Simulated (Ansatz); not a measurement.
# Y7C4I8: the cost of one run

Method: DFT PBEsol, scalar-relativistic, plane waves, PAW, in Ansatz 0.2.0.

1 further run of the same task is left out (set aside as unsound or not needed).

## 1. The starting structure

Symmetry: P3m1, No. 156, trigonal system. Conventional cell: a = 7.631 Å, b = 7.631 Å, c = 10.557 Å, α = 90.00°, β = 90.00°, γ = 120.00°. Y (site symmetry m) is surrounded by 3 C at 2.56 Å and 3 I at 3.07 Å. Y (site symmetry 3m) is surrounded by 3 C at 2.56 Å and 3 I at 3.07 Å. C (site symmetry m) has 5 Y at 2.56 Å as nearest neighbours. C (site symmetry 3m) has 6 Y at 2.56 Å as nearest neighbours. I (site symmetry 3m) has 3 Y at 3.07 Å as nearest neighbours. I (site symmetry m) is surrounded by 3 Y at 3.07 Å. I (site symmetry m) is surrounded by 2 Y at 3.07 Å. Only part of the 9 independent sites is listed.

Structure file:

```
CELL_PARAMETERS angstrom
3.81553 6.60869 0.00000
3.81553 -6.60869 0.00000
0.00000 0.00000 -10.55743
ATOMIC_POSITIONS crystal
Y 0.16667 0.83333 0.87657
Y 0.66667 0.33333 0.87657
Y 0.66667 0.83333 0.87657
Y 0.33333 0.66667 0.12343
Y 0.33333 0.16667 0.12343
Y 0.83333 0.66667 0.12343
Y 0.83333 0.16667 0.12343
C 0.00000 0.00000 0.00000
C 0.00000 0.50000 0.00000
C 0.50000 0.00000 0.00000
C 0.50000 0.50000 0.00000
I 0.16667 0.33333 0.32623
I 0.16667 0.83333 0.32623
I 0.66667 0.33333 0.32623
I 0.66667 0.83333 0.32623
I 0.33333 0.66667 0.67377
I 0.33333 0.16667 0.67377
I 0.83333 0.66667 0.67377
I 0.83333 0.16667 0.67377
```

It goes back to an entry of the Materials Project, which need not be the stable form.

It is built from the cell relaxed beforehand with the same method (26.62 Å³/atom).

## 2. The vacancy and the jump

The supercell lacks one Y atom, at fractional position (0.167, 0.333, 0.877), and holds 19 atoms. Atom 5 (Y), 3.41 Å away, is to jump into the empty site. The cell is fixed.

## 3. Relaxing around the vacancy

input.yaml reads:

```yaml
crystal:
  lattice:
    - [3.8155295755, 6.6086910827, 0.0]
    - [3.8155295756, -6.6086910827, 0.0]
    - [0.0, 0.0, -10.5574271889]
  atoms:
    - { symbol: "Y", position: [0.1666666667, 0.8333333333, 0.8765662812] }
    - { symbol: "Y", position: [0.6666666667, 0.3333333333, 0.8765662812] }
    - { symbol: "Y", position: [0.6666666667, 0.8333333333, 0.8765662812] }
    - { symbol: "Y", position: [0.3333333333, 0.6666666667, 0.1234337188] }
    - { symbol: "Y", position: [0.3333333333, 0.1666666667, 0.1234337188] }
    - { symbol: "Y", position: [0.8333333333, 0.6666666667, 0.1234337188] }
    - { symbol: "Y", position: [0.8333333333, 0.1666666667, 0.1234337188] }
    - { symbol: C, position: [0.0, 0.0, 1.0] }
    - { symbol: C, position: [0.0, 0.5, 1.0] }
    - { symbol: C, position: [0.5, 0.0, 1.0] }
    - { symbol: C, position: [0.5, 0.5, 1.0] }
    - { symbol: I, position: [0.1666666667, 0.3333333333, 0.3262306053] }
    - { symbol: I, position: [0.1666666667, 0.8333333333, 0.3262306053] }
    - { symbol: I, position: [0.6666666667, 0.3333333333, 0.3262306053] }
    - { symbol: I, position: [0.6666666667, 0.8333333333, 0.3262306053] }
    - { symbol: I, position: [0.3333333333, 0.6666666667, 0.6737693947] }
    - { symbol: I, position: [0.3333333333, 0.1666666667, 0.6737693947] }
    - { symbol: I, position: [0.8333333333, 0.6666666667, 0.6737693947] }
    - { symbol: I, position: [0.8333333333, 0.1666666667, 0.6737693947] }
basis:
  ecutwfc: 420
kpoints:
  mp_grid: { grid: [6, 6, 2] }
hamiltonian:
  xc: pbesol
scf:
  occupations: { method: gaussian, width: 0.05 }
output:
  forces: true
  stress: true
  eigenvalues: true
relax:
  adjacent_minimum: "off"
  f_tol: 0.02
  max_steps: 50
```

Launch:

```console
$ ansatz run input.yaml --threads 4 --pin off --max-ram 9216MiB --backend cpu --events-out ev --progress --plain --runs-dir out
```

What time and memory should one allow on 4 threads of Arm Neoverse V2, shared host?

About 3.1 min, with a peak of 2.1 GiB.
